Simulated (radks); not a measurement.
# Ionising europium step by step, Eu⁴²⁺ to Eu⁶²⁺

One table from this session's results is given with a row withheld; the runs are named, their logs left out.

Program: radks (a radial shooting solver on a logarithmic mesh, Libxc functionals) version 1. Level of theory: Dirac Kohn-Sham, relativistic LDA (MacDonald-Vosko exchange, VWN5 correlation), spin-unpolarised, spherical densities, finite nucleus; open shells fill j = l - 1/2 first. These are calculated values, not measurements, unless marked.

## Starting point

| Property | Result |
| --- | --- |
| element | europium (Z = 63) |
| charges | 42 to 62 |
| first configuration | [Ar] 3d3 |
| last configuration | 1s1 |

The first run:

Settings of this run:

```text
Z 63
configuration [Ar] 3d3
relativity Dirac
functional lda_x_rel,vwn5
spin unpolarised
j_filling energy
nucleus finite rms 5.1115 fm
c 137.035999084
```

Among the steps run: Eu⁴²⁺, [Ar] 3d3.

One of the session's tables, all rows but one given; the rest of the session is left out.

It belongs to the step «Eu⁴²⁺, [Ar] 3d3». Radial moments (bohr):

```
level      <r>  outermost maximum (interpolated)  90 % within  nodes
2s1/2        ?                                 ?            ?      ?
2p1/2  0.07873                            0.0611        0.130      0
2p3/2  0.08528                            0.0667        0.138      0
3s1/2   0.2352                             0.221        0.343      2
3p1/2   0.2230                             0.207        0.332      1
3p3/2   0.2335                             0.218        0.347      1
3d3/2   0.2028                             0.170        0.311      0
3d5/2   0.2061                             0.173        0.315      0
```

Estimate the missing values for 2s1/2.

As computed: <r>: 0.09427; outermost maximum (interpolated): 0.0808; 90 % within: 0.146; nodes: 1. In the column «<r>» it lies between 2p3/2 (0.08528) and 3d3/2 (0.2028).

Limits of these values: Spin polarisation and multiplet splitting are left out, so open shells lie too high by an amount that depends on their filling.
